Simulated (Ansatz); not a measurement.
# CO2: the cost of one run

Program: Ansatz 0.2.0. Level of theory: DFT PBE+D3(BJ), plane waves, PAW, scalar-relativistic, no spin polarisation. These are calculated values, not measurements.

## 1. The starting structure

The cell holds 24 atoms (C8O16): a = 8.082 Å, b = 8.082 Å, c = 8.082 Å, α = 90.00°, β = 90.00°, γ = 90.00°.

Coordinates:

```xyz
24
Lattice="8.0825 0.0000 0.0000 0.0000 8.0825 0.0000 0.0000 0.0000 8.0825" Properties=species:S:1:pos:R:3 pbc="T T T"
C     4.7557    0.7388    2.0858
O     5.1284    0.1473    3.0347
O     4.3829    1.3304    1.1370
C     2.9219    5.1284    4.6847
O     2.8453    6.2619    4.9989
O     2.9985    3.9950    4.3705
C     7.3943    6.9418    6.6078
O     7.5854    6.9490    7.7708
O     7.2031    6.9345    5.4448
C     7.3227    3.2805    6.1763
O     7.0301    3.1427    7.3097
O     7.6152    3.4184    5.0429
C     2.7507    7.4028    0.0798
O     3.5376    6.8517   -0.6030
O     1.9637    7.9540    0.7625
C     3.1639    0.7728    5.2281
O     2.0182    0.5480    5.0664
O     4.3095    0.9976    5.3898
C     1.6097    4.1650    1.4431
O     1.1307    3.5725    0.5438
O     2.0888    4.7575    2.3423
C     5.3142    3.9178    2.6203
O     4.7948    3.7635    1.5736
O     5.8335    4.0721    3.6671
```

## 2. Preparing the start

input.yaml reads:

```yaml
accuracy: low
crystal:
  lattice:
    - [8.08248, 0.0, 0.0]
    - [0.0, 8.08248, 0.0]
    - [0.0, 0.0, 8.08248]
  atoms:
    - { symbol: C, position: [0.588391, 0.0914082, 0.2580677] }
    - { symbol: O, position: [0.6345138, 0.0182187, 0.3754646] }
    - { symbol: O, position: [0.5422683, 0.1645977, 0.1406709] }
    - { symbol: C, position: [0.3615122, 0.6345141, 0.5796166] }
    - { symbol: O, position: [0.3520337, 0.774746, 0.6184907] }
    - { symbol: O, position: [0.3709907, 0.4942822, 0.5407425] }
    - { symbol: C, position: [0.9148521, 0.858869, 0.8175459] }
    - { symbol: O, position: [0.9384995, 0.8597656, 0.9614418] }
    - { symbol: O, position: [0.8912046, 0.8579725, 0.67365] }
    - { symbol: C, position: [0.9059915, 0.4058783, 0.7641608] }
    - { symbol: O, position: [0.8697987, 0.3888227, 0.9043935] }
    - { symbol: O, position: [0.9421842, 0.4229339, 0.6239281] }
    - { symbol: C, position: [0.3403233, 0.915913, 0.0098717] }
    - { symbol: O, position: [0.4376909, 0.8477241, -0.0746023] }
    - { symbol: O, position: [0.2429557, 0.9841019, 0.0943457] }
    - { symbol: C, position: [0.3914493, 0.0956132, 0.6468443] }
    - { symbol: O, position: [0.2497026, 0.0677952, 0.6268424] }
    - { symbol: O, position: [0.5331959, 0.1234313, 0.6668462] }
    - { symbol: C, position: [0.1991643, 0.5153083, 0.1785435] }
    - { symbol: O, position: [0.1398898, 0.4420012, 0.0672843] }
    - { symbol: O, position: [0.2584388, 0.5886154, 0.2898027] }
    - { symbol: C, position: [0.6574914, 0.4847264, 0.3242004] }
    - { symbol: O, position: [0.5932359, 0.4656363, 0.1946904] }
    - { symbol: O, position: [0.721747, 0.5038165, 0.4537103] }
basis:
  ecutwfc: 420.0
kpoints:
  mp_grid: { grid: [1, 1, 1] }
hamiltonian:
  xc: pbe
  dispersion: d3bj
scf:
  occupations: { method: fermi_dirac, width: 0.05 }
  lower_state_search: "off"
relax:
  f_tol: 0.3
  max_steps: 15
  adjacent_minimum: "off"
```

The run is started by

```bash
ansatz run input.yaml --threads 1 --pin off --max-ram 3072MiB --backend cpu --events-out ev --progress --plain --runs-dir out
```

Q: Estimate wall time and peak memory on 1 thread of Arm Neoverse V1, shared host.

About 55 s, with a peak of 0.49 GiB.
